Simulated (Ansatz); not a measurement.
**C₂H₃ClInNO: small, medium and large basis sets**

One table from this session's results is given with a row withheld; the runs are named, their logs left out.

Computed with Ansatz 0.2.0, Gaussian basis. Level: one geometry, several basis sets.

Levels to be run: PBE0-D4/def2-SVP; ωB97M-V/def2-SVP; PBE0-D4/def2-QZVPP; ωB97M-V/def2-QZVPP; the functionals' def2-TZVPP values are taken from earlier runs.

### The geometry

The geometry comes from an earlier relaxation with PBE0-D4 in a triple-zeta def2 set; it is a stationary point, not always the lowest conformer. In takes the def2 core potential; no spin-orbit term is included.

SMILES `[CH3][In]([Cl])[N]=C=O`, 9 atoms, charge 0, spin multiplicity 1.

Atoms are counted from 1 here; the program's logs count them from 0.

Bond lengths: C1–In2 2.119 Å, C1–H7 1.089 Å, C1–H8 1.089 Å, C1–H9 1.090 Å, In2–Cl3 2.326 Å, In2–N4 2.030 Å, N4–C5 1.204 Å, C5–O6 1.167 Å. Angles: In2–C1–H7 109.2°, In2–C1–H8 109.5°, In2–C1–H9 108.9°, H7–C1–H8 110.3°, H7–C1–H9 109.0°, H8–C1–H9 109.8°, C1–In2–Cl3 125.7°, C1–In2–N4 123.7°, Cl3–In2–N4 110.6°, In2–N4–C5 136.3°, N4–C5–O6 176.3°.

The first run:

in.yaml reads:

```yaml
crystal:
  periodic: [false, false, false]
  atoms:
    - {symbol: C, position_ang: [-0.417306, -1.581370, 1.183782]}
    - {symbol: In, position_ang: [0.459563, -0.091664, -0.041265]}
    - {symbol: Cl, position_ang: [2.708929, 0.040716, -0.616803]}
    - {symbol: N, position_ang: [-0.583598, 1.436324, -0.875732]}
    - {symbol: C, position_ang: [-0.330423, 2.380846, -1.578903]}
    - {symbol: O, position_ang: [-0.157520, 3.314586, -2.257607]}
    - {symbol: H, position_ang: [-0.069680, -2.561928, 0.861227]}
    - {symbol: H, position_ang: [-1.501727, -1.521300, 1.109312]}
    - {symbol: H, position_ang: [-0.108247, -1.416209, 2.215998]}
basis:
  gaussian: {orbitals: def2-SVP}
hamiltonian: {xc: pbe0, dispersion: d4}
output: {orbitals: {seedname: orbitals}}
```

The run is started by

```
$ ansatz run in.yaml --threads 4 --pin off --events-out ev --progress --plain --max-ram 10444MiB
```

Steps of the session up to this table: PBE0-D4 in def2-SVP; ωB97M-V in def2-SVP; PBE0-D4 in def2-QZVPP; ωB97M-V in def2-QZVPP.

One table of the session follows, with a row left open; its other results are not shown here.

It belongs to the step «Functionals by basis». 

| functional | basis | HOMO (eV) | LUMO (eV) |
| --- | --- | --- | --- |
| PBE0-D4 | def2-SVP | -8.23 | -1.51 |
| PBE0-D4 | def2-TZVPP | -8.36 | -1.60 |
| PBE0-D4 | def2-QZVPP | -8.39 | -1.64 |
| ωB97M-V | def2-SVP | ? | ? |
| ωB97M-V | def2-TZVPP | -10.58 | -0.08 |
| ωB97M-V | def2-QZVPP | -10.61 | -0.14 |

Estimate the missing values for ωB97M-V, def2-SVP.

As computed: HOMO (eV): -10.41; LUMO (eV): 0.11. In the column «HOMO (eV)» it lies between ωB97M-V, def2-TZVPP (-10.58) and PBE0-D4, def2-QZVPP (-8.39).
